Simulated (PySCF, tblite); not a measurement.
# C5H9BO2S2: geometry, infrared bands and NMR shifts

What infrared bands and NMR shifts should C5H9BO2S2 (`C=CCO[C@H]1OCSBS1`) show?

The runs use tblite 0.8.0 and PySCF 2.14.0, with density-fitted response routines of our own; the level of theory stands in each step. All values are computed, except where a source is named. Atoms count from 0, in the outputs and in this text.

## Step 1: The molecule as given

19 atoms, charge 0, multiplicity 1; geometry from: force field or distance geometry start.

Bonds of the start (Å): C0–C1 1.31, C1–C2 1.50, C2–O3 1.38, O3–C4 1.40, C4–O5 1.42, O5–C6 1.40, C6–S7 1.82, S7–B8 1.88, B8–S9 1.92, S9–C4 1.84, C0–H10 1.07, C0–H11 1.10, C1–H12 1.08, C2–H13 1.11, C2–H14 1.12, C4–H15 1.10, C6–H16 1.10, C6–H17 1.12, B8–H18 1.18.

## Step 2: Geometry optimisation with GFN2-xTB

Job settings and geometry (Å):

```
{"job": {"kind": "relax", "xc": "GFN2-xTB", "basis": "xTB"}, "charge": 0, "multiplicity": 1}
C     -3.454100     0.372200    -0.785000
C     -2.241500     0.063600    -1.186500
C     -1.348600    -0.618300    -0.190600
O     -0.219000     0.147600     0.038200
C      0.605200    -0.484300     0.970400
O      1.845000    -0.835300     0.381300
C      2.346600     0.156600    -0.461900
S      3.371900     1.273000     0.551000
B      2.753600     1.019400     2.312600
S      0.897100     0.564600     2.449500
H     -3.850800     0.171300     0.188600
H     -4.120900     0.868500    -1.499900
H     -1.867500     0.278600    -2.175400
H     -1.112600    -1.649300    -0.529100
H     -1.908800    -0.672800     0.776700
H      0.150700    -1.432100     1.292700
H      1.580300     0.694000    -1.037800
H      3.076300    -0.378100    -1.125200
H      3.487400     0.470200     3.053200
```

Started as:

```sh
$ OMP_NUM_THREADS=1 python probes_run.py task.json out
```

This one command runs all jobs of the session in turn.

What it wrote:

```text
step      E/eV     max force
  0    -846.62146    2.537
  1    -846.88899    1.961
  2    -847.10308    1.087
  3    -847.20808    0.907
  4    -847.29592    0.903
  5    -847.36124    0.738
  6    -847.41945    0.654
  7    -847.46618    0.573
  8    -847.50746    0.706
  9    -847.56711    0.835
 10    -847.63037    0.866
 11    -847.69523    0.817
 12    -847.74839    0.688
 13    -847.78391    0.508
 14    -847.80476    0.396
 15    -847.81791    0.400
 16    -847.82985    0.297
 17    -847.84373    0.330
 18    -847.85846    0.356
 19    -847.86917    0.254
 20    -847.87506    0.170
 21    -847.87869    0.154
 22    -847.88167    0.139
 23    -847.88397    0.121
 24    -847.88595    0.122
 25    -847.88812    0.140
 26    -847.89088    0.183
 27    -847.89395    0.156
 28    -847.89674    0.120
 29    -847.89919    0.116
 30    -847.90175    0.127
 31    -847.90438    0.143
 32    -847.90643    0.105
 33    -847.90764    0.070
 34    -847.90839    0.061
 35    -847.90911    0.075
 36    -847.90986    0.073
 37    -847.91056    0.055
 38    -847.91125    0.065
 39    -847.91196    0.066
 40    -847.91268    0.071
 41    -847.91329    0.058
 42    -847.91376    0.050
 43    -847.91418    0.051
 44    -847.91461    0.059
 45    -847.91509    0.083
 46    -847.91563    0.085
 47    -847.91622    0.065
 48    -847.91684    0.060
 49    -847.91749    0.051
 50    -847.91823    0.064
 51    -847.91911    0.081
 52    -847.92010    0.084
 53    -847.92107    0.090
 54    -847.92198    0.067
 55    -847.92281    0.080
 56    -847.92359    0.073
 57    -847.92435    0.083
 58    -847.92509    0.084
 59    -847.92573    0.060
 60    -847.92624    0.065
 61    -847.92670    0.068
 62    -847.92727    0.075
 63    -847.92795    0.086
 64    -847.92857    0.085
 65    -847.92911    0.065
 66    -847.92957    0.049
 67    -847.93011    0.058
 68    -847.93052    0.070
 69    -847.93107    0.065
 70    -847.93141    0.040
 71    -847.93164    0.033
 72    -847.93185    0.037
 73    -847.93203    0.039
 74    -847.93222    0.029
 75    -847.93241    0.030
 76    -847.93259    0.033
 77    -847.93276    0.029
 78    -847.93286    0.017
 79    -847.93293    0.013
 80    -847.93297    0.013
 81    -847.93299    0.012
 82    -847.93302    0.011
 83    -847.93304    0.010
 84    -847.93307    0.011
 85    -847.93309    0.011
 86    -847.93311    0.010
 87    -847.93314    0.011
 88    -847.93317    0.014
 89    -847.93322    0.017
 90    -847.93329    0.021
 91    -847.93338    0.023
 92    -847.93351    0.026
 93    -847.93372    0.040
 94    -847.93403    0.053
 95    -847.93445    0.061
 96    -847.93505    0.077
 97    -847.93592    0.091
 98    -847.93717    0.092
 99    -847.93880    0.093
100    -847.94033    0.113
101    -847.93429    0.305
102    -847.94253    0.113
103    -847.94335    0.091
104    -847.94552    0.113
105    -847.94654    0.087
106    -847.94791    0.092
107    -847.94883    0.118
108    -847.94884    0.118
109    -847.94978    0.045
110    -847.95005    0.030
111    -847.95025    0.027
112    -847.95045    0.029
113    -847.95053    0.032
114    -847.95062    0.018
115    -847.95067    0.020
116    -847.95072    0.018
117    -847.95076    0.016
118    -847.95082    0.017
119    -847.95087    0.018
120    -847.95092    0.016
121    -847.95097    0.015
122    -847.95103    0.014
123    -847.95110    0.018
124    -847.95117    0.023
125    -847.95125    0.023
126    -847.95135    0.030
127    -847.95146    0.036
128    -847.95158    0.037
129    -847.95173    0.034
130    -847.95189    0.033
131    -847.95210    0.032
132    -847.95240    0.034
133    -847.95286    0.039
134    -847.95350    0.051
135    -847.95431    0.061
136    -847.95525    0.059
137    -847.95601    0.085
138    -847.95605    0.134
139    -847.95687    0.080
140    -847.95721    0.074
141    -847.95767    0.045
142    -847.95817    0.041
143    -847.95838    0.032
144    -847.95858    0.037
145    -847.95874    0.044
146    -847.95893    0.028
147    -847.95909    0.037
148    -847.95921    0.032
149    -847.95933    0.021
150    -847.95945    0.019
151    -847.95954    0.021
152    -847.95962    0.027
153    -847.95967    0.025
154    -847.95971    0.012
155    -847.95975    0.014
156    -847.95979    0.025
157    -847.95981    0.022
158    -847.95984    0.011
159    -847.95984    0.004
```

It took 4.7 s on 1 thread of Intel Xeon at 2.50GHz, shared host; peak memory 0.18 GiB.

Step by step: (not every step is listed)

```
step  energy from step 0 (eV)  largest force (eV/Å)
   0                   0.0000                2.5365
   1                  -0.2675                1.9614
   2                  -0.4816                1.0871
   3                  -0.5866                0.9065
   4                  -0.6745                0.9033
   5                  -0.7398                0.7380
   6                  -0.7980                0.6541
   7                  -0.8447                0.5733
   8                  -0.8860                0.7064
  22                  -1.2602                0.1394
  36                  -1.2884                0.0730
  50                  -1.2968                0.0636
  64                  -1.3071                0.0852
  78                  -1.3114                0.0171
  92                  -1.3120                0.0265
 106                  -1.3265                0.0924
 120                  -1.3295                0.0155
 134                  -1.3320                0.0513
 148                  -1.3378                0.0322
 154                  -1.3383                0.0124
 155                  -1.3383                0.0137
 156                  -1.3383                0.0248
 157                  -1.3383                0.0218
 158                  -1.3384                0.0106
 159                  -1.3384                0.0041
```

Close pairs (by a distance rule), those that changed most:

```
  bond  before (Å)  after (Å)  change (Å)
 B8–S9       1.916      1.777      -0.140
 S7–B8       1.884      1.771      -0.113
 C2–O3       1.384      1.427      +0.043
C6–H17       1.122      1.089      -0.033
 C4–O5       1.417      1.388      -0.028
 C6–S7       1.823      1.847      +0.024
 O3–C4       1.396      1.374      -0.021
C2–H14       1.119      1.098      -0.021
```

The final coordinates are the input of the step that follows.

## Step 3: Infrared spectrum with GFN2-xTB

Job settings and geometry (Å):

```
{"job": {"kind": "ir", "xc": "GFN2-xTB", "basis": "xTB"}, "charge": 0, "multiplicity": 1}
C     -3.509760     0.312966    -0.924035
C     -2.195446     0.419456    -0.909186
C     -1.282338    -0.562921    -0.247461
O     -0.321864     0.162511     0.519607
C      0.597395    -0.625725     1.169568
O      1.602810    -1.118192     0.348369
C      2.230729    -0.171607    -0.456973
S      3.503195     0.827020     0.434191
B      2.777875     1.048378     2.034705
S      1.233065     0.373153     2.595169
H     -4.019690    -0.505854    -0.443873
H     -4.129414     1.034324    -1.427174
H     -1.692519     1.248945    -1.385159
H     -0.760351    -1.165162    -1.007833
H     -1.839495    -1.242064     0.411180
H      0.141874    -1.515751     1.628192
H      1.512647     0.531728    -0.890424
H      2.760903    -0.716479    -1.236582
H      3.380581     1.674526     2.810584
```

What it wrote:

```text
mode    cm-1     km/mol
  1      31.2      0.10
  2      40.1      0.27
  3      57.0      0.38
  4      90.4      0.91
  5     140.6      0.42
  6     192.2      5.91
  7     247.1      0.76
  8     275.3     19.52
  9     318.7     10.39
 10     328.9      0.58
 11     366.5      1.70
 12     442.0      0.76
 13     480.3     12.55
 14     604.2      1.42
 15     652.0      4.05
 16     668.1     47.06
 17     672.7     14.21
 18     694.5      5.78
 19     752.6     24.63
 20     830.6     44.30
 21     900.7      9.09
 22     917.0     16.22
 23     928.5      3.83
 24     956.1     28.25
 25     977.1      9.32
 26    1002.8     16.99
 27    1017.4     29.49
 28    1039.8     94.02
 29    1069.7    351.48
 30    1086.9    160.73
 31    1140.8      2.88
 32    1198.6      7.21
 33    1208.7      9.36
 34    1229.4     46.85
 35    1261.0     10.63
 36    1265.9      5.04
 37    1300.5     27.89
 38    1328.6      2.37
 39    1405.5      2.00
 40    1409.5      0.07
 41    1463.8      1.09
 42    1719.3      5.76
 43    2701.0     54.64
 44    2851.0     35.11
 45    2897.7     20.79
 46    2901.7     33.70
 47    2932.9      6.89
 48    3012.8      1.69
 49    3080.8     13.28
 50    3105.0     18.19
 51    3137.7     29.75
```

Run time: 3 s. Hardware: 1 thread of Intel Xeon at 2.50GHz, shared host; peak memory 0.18 GiB.

Which atoms move in the most intense modes:

```
cm⁻¹  km/mol                                atoms
 668    47.1                    H18 60 %, B8 19 %
 831    44.3           B8 49 %, H18 31 %, S7 10 %
1040    94.0                     C2 47 %, O3 34 %
1070   351.5  C4 30 %, O5 17 %, H18 14 %, O3 13 %
1087   160.7            O3 29 %, C4 27 %, O5 13 %
1229    46.9                             H15 69 %
2701    54.6                             H18 92 %
2851    35.1                             H13 88 %
```

## Step 4: Nuclear shieldings: PBE0/pcSseg-1

The job, as its differences from that of step 3:

```diff
@@ -1,2 +1,2 @@
-{"job": {"kind": "ir", "xc": "GFN2-xTB", "basis": "xTB"}, "charge": 0, "multiplicity": 1}
+{"job": {"kind": "nmr", "xc": "PBE0", "basis": "pcSseg-1"}, "charge": 0, "multiplicity": 1}
 C     -3.509760     0.312966    -0.924035
```

With the program's defaults for keys left out, this is: GIAO PBE0/pcSseg-1 NMR shielding, non-relativistic, gas phase.

What it wrote:

```text
coarse grid: 17520 points
cycle   1  E = -1166.6561426844  dE =  1.575e+00  |g| = 7.515e-01  |ddm| = 4.045e+00
cycle   2  E = -1166.5750708009  dE =  8.107e-02  |g| = 1.022e+00  |ddm| = 1.196e+00
cycle   3  E = -1166.7649289835  dE = -1.899e-01  |g| = 7.525e-02  |ddm| = 6.888e-01
cycle   4  E = -1166.7659101304  dE = -9.811e-04  |g| = 3.257e-02  |ddm| = 8.631e-02
cycle   5  E = -1166.7661494780  dE = -2.393e-04  |g| = 7.887e-03  |ddm| = 3.324e-02
cycle   6  E = -1166.7661612964  dE = -1.182e-05  |g| = 3.720e-03  |ddm| = 9.297e-03
cycle   7  E = -1166.7661642723  dE = -2.976e-06  |g| = 7.954e-04  |ddm| = 3.420e-03
final grid: 161504 points
cycle   8  E = -1166.8504680732  dE = -4.051e-05  |g| = 1.450e-02  |ddm| = 3.473e-02
cycle   9  E = -1166.8504391352  dE =  2.894e-05  |g| = 1.921e-02  |ddm| = 2.211e-02
cycle  10  E = -1166.8505095332  dE = -7.040e-05  |g| = 1.384e-03  |ddm| = 1.237e-02
cycle  11  E = -1166.8505099405  dE = -4.073e-07  |g| = 2.173e-04  |ddm| = 1.265e-03
cycle  12  E = -1166.8505099489  dE = -8.374e-09  |g| = 1.224e-04  |ddm| = 3.003e-04
cycle  13  E = -1166.8505099524  dE = -3.573e-09  |g| = 2.857e-05  |ddm| = 1.197e-04
cycle  14  E = -1166.8505099526  dE = -1.719e-10  |g| = 1.162e-05  |ddm| = 3.268e-05
converged SCF energy = -1166.8505099526

GIAO shielding tensors (ppm)
atom      isotropic    diamagn.    paramagn.     s11        s22        s33       span
  0 C       62.556     252.348    -189.792    -52.407     76.052    164.025    216.432
  1 C       43.987     255.561    -211.574    -76.341     54.551    153.751    230.093
  2 C      110.410     246.828    -136.418     74.552    106.204    150.475     75.923
  3 O      238.533     401.372    -162.839    188.861    232.068    294.671    105.810
  4 C       82.379     244.147    -161.768     58.511     78.902    109.724     51.213
  5 O      255.114     398.210    -143.097    164.773    244.716    355.853    191.080
  6 C      125.463     248.060    -122.597     92.357    126.764    157.269     64.912
  7 S      456.945    1055.880    -598.935    248.170    423.986    698.680    450.510
  8 B       47.142     192.959    -145.818    -13.843     28.333    126.935    140.779
  9 S      390.080    1056.864    -666.784    108.551    403.216    658.475    549.924
 10 H       26.131      30.127      -3.995     22.537     25.529     30.328      7.791
 11 H       26.181      27.793      -1.612     23.033     25.313     30.197      7.163
 12 H       25.403      32.173      -6.770     22.504     24.205     29.499      6.996
 13 H       27.144      32.500      -5.357     22.291     27.315     31.825      9.535
 14 H       27.900      32.430      -4.530     24.163     26.476     33.060      8.897
 15 H       25.854      30.934      -5.080     23.106     24.960     29.494      6.388
 16 H       26.002      32.627      -6.624     20.173     27.828     30.006      9.833
 17 H       26.973      29.896      -2.923     21.102     26.821     32.997     11.894
 18 H       24.921      26.574      -1.653     23.928     25.358     25.478      1.550
```

It took 2.6 min on 1 thread of Intel Xeon at 2.50GHz, shared host; peak memory 1.1 GiB.

The references, computed at this level on geometries of the same kind, shield at (ppm): ¹H TMS 31.72, ¹³C TMS 186.9, ¹⁷O H2O 336.1, ¹¹B BF3·OEt2 100.1, ³³S CS2 504. Their shielding less the atom's gives the shift. The references are single molecules in the gas phase, so shifts against H2O, NH3, PH3, H3PO4 or CFCl3 are not on the usual liquid scales and can be off by tens of ppm.

```
atoms                                              environment  σ (ppm)  δ (ppm)  δ scaled to CDCl3
   C1                                                alkene CH     44.0    142.9              137.6
   C0                                     terminal =CH2 carbon     62.6    124.4              119.5
   C4                           sp3 carbon bearing two oxygens     82.4    104.5               95.7
   C2                              allylic sp3 CH2 bonded to O    110.4     76.5               72.8
   C6                                sp3 CH2 bonded to O and S    125.5     61.5               53.7
  H18  hydrogen on a boron bonded to 2 S, in a 6-membered ring    24.92     6.80                  –
  H12                                 hydrogen on an alkene CH    25.40     6.31               6.06
  H15            hydrogen on an sp3 carbon bearing two oxygens    25.85     5.86               5.63
  H16                 hydrogen on an sp3 CH2 bonded to O and S    26.00     5.71               5.49
  H10                       hydrogen on a terminal =CH2 carbon    26.13     5.59               5.37
  H11                       hydrogen on a terminal =CH2 carbon    26.18     5.54               5.32
  H17                 hydrogen on an sp3 CH2 bonded to O and S    26.97     4.74               4.58
  H13               hydrogen on an allylic sp3 CH2 bonded to O    27.14     4.57               4.42
  H14               hydrogen on an allylic sp3 CH2 bonded to O    27.90     3.82               3.70
   O3                                             ether oxygen    238.5     97.5                  –
   O5                                             ether oxygen    255.1     81.0                  –
   S9              sulfur bonded to C, B, in a 6-membered ring      390      114                  –
   S7              sulfur bonded to C, B, in a 6-membered ring      457       47                  –
   B8             boron bonded to 2 S, H, in a 6-membered ring     47.1     52.9                  –
```

The scaled column applies a straight-line fit of computed shieldings to shifts measured in CDCl3, with any fitted terms for Cl, Br or S neighbours (root-mean-square error 0.16 ppm for H, 1.9 ppm for C).

The run also stored atomic charges by several schemes (e):

```
atoms  Mulliken    IAO  Hirshfeld  ESP fit
   C0     -0.15  -0.31      -0.09    -0.46
   C1     -0.24  -0.13      -0.04    -0.15
   C2      0.08  -0.06       0.01     0.25
   O3     -0.49  -0.38      -0.13    -0.38
   C4      0.22   0.18       0.11     0.42
   O5     -0.45  -0.37      -0.13    -0.45
   C6     -0.05  -0.15       0.00     0.25
   S7     -0.13   0.10      -0.03    -0.27
   B8      0.10  -0.26       0.02     0.14
   S9     -0.06   0.11      -0.03    -0.25
```

Mayer bond orders: C0–C1 1.99, C1–C2 1.03, C2–O3 0.85, O3–C4 0.96, C4–O5 0.95, O5–C6 0.93, C6–S7 0.99, S7–B8 1.21, B8–S9 1.19, S9–C4 1.00.

Ring of atoms C4, O5, C6, S7, B8, S9: NICS(0) -2.0, NICS(1) -1.8, NICS(1)zz 4.1 ppm (means of both faces).

The fields below are evaluated on a grid from the run's orbitals.

Frontier orbitals at PBE0/pcSseg-1, with the share of their density that lies nearest to each atom:

```
orbital  energy (eV)                                    lies on
   HOMO        -7.16                     S7, S9 about 42 % each
   LUMO        -0.61  B8 48 %; S7, S9 about 15 % each; H18 14 %
```

ELF in a plane through or near 5 of the atoms.

Values, 10 rows by 14 columns:
```
0.00 0.00 0.00 0.00 0.00 0.00 0.00 0.00 0.00 0.00 0.00 0.00 0.00 0.00
0.00 0.00 0.00 0.00 0.07 0.33 0.07 0.00 0.00 0.00 0.00 0.00 0.00 0.00
0.00 0.00 0.03 0.02 0.42 0.94 0.66 0.01 0.00 0.00 0.00 0.00 0.00 0.00
0.00 0.01 0.81 0.73 0.76 0.26 0.36 0.24 0.01 0.09 0.20 0.10 0.00 0.00
0.00 0.00 0.21 0.34 0.22 0.44 0.14 0.91 0.07 0.59 0.67 0.55 0.03 0.00
0.00 0.00 0.28 0.75 0.69 0.05 0.18 0.81 0.27 0.95 0.66 0.81 0.23 0.00
0.00 0.02 0.77 0.49 0.48 0.83 0.98 0.01 0.08 0.62 0.54 0.23 0.02 0.00
0.00 0.00 0.35 0.68 0.13 0.32 0.90 0.00 0.00 0.04 0.07 0.00 0.00 0.00
0.00 0.00 0.00 0.01 0.00 0.01 0.00 0.00 0.00 0.00 0.00 0.00 0.00 0.00
0.00 0.00 0.00 0.00 0.00 0.00 0.00 0.00 0.00 0.00 0.00 0.00 0.00 0.00
```
The map spans 13.9 Å across and 9.8 Å up, centred on the molecule. Atoms in the plane (x, y in Å): C0 (3.6, 0.2), C1 (2.4, -0.2), S7 (-3.4, -0.9), B8 (-3.3, 0.9), H16 (-1.1, -1.5).

On the surface of density 0.002 e/bohr³ the electrostatic potential runs, from the 1st to the 99th percentile, from -1.08 V near O3 to 1.22 V near H15.

## Step 5: Outcome

```
                                   quantity                                                     value
  strongest single infrared mode (GFN2-xTB)                                     1070 cm⁻¹, 351 km/mol
               zero-point energy (GFN2-xTB)                                             86.3 kcal/mol
     ¹³C shifts against TMS (PBE0/pcSseg-1)                       142.9, 124.4, 104.5, 76.5, 61.5 ppm
      ¹H shifts against TMS (PBE0/pcSseg-1)  6.80, 6.31, 5.86, 5.71, 5.59, 5.54, 4.74, 4.57, 3.82 ppm
     ¹⁷O shifts against H2O (PBE0/pcSseg-1)                                            97.5, 81.0 ppm
     ³³S shifts against CS2 (PBE0/pcSseg-1)                                               114, 47 ppm
¹¹B shifts against BF3·OEt2 (PBE0/pcSseg-1)                                                  52.9 ppm
      surface potential, 1st and 99th percentile                                        -1.08 V and 1.22 V
```

What this shows: Over 159 steps the energy fell by 1.338 eV; of the close pairs, B8–S9 changed most, 1.916 to 1.777 Å. No mode is imaginary among the 51: a minimum at this level. The strongest single mode, at 1070 cm⁻¹, is spread over several atoms, C4, O5, H18, O3 among them. Unscaled tight-binding wavenumbers are off by several per cent, some by more. Its intensities can rank the bands wrongly. C1 (alkene CH) lies farthest downfield among carbon, at 142.9 ppm; the olefinic region. At PBE0/pcSseg-1: Shielding is most anisotropic at S9 (span 550 ppm, paramagnetic term -667 ppm). At PBE0/pcSseg-1, counted by nearest atom on the grid, the HOMO lies on S7, S9 about 42 % each, the LUMO on B8 48 %; S7, S9 about 15 % each.
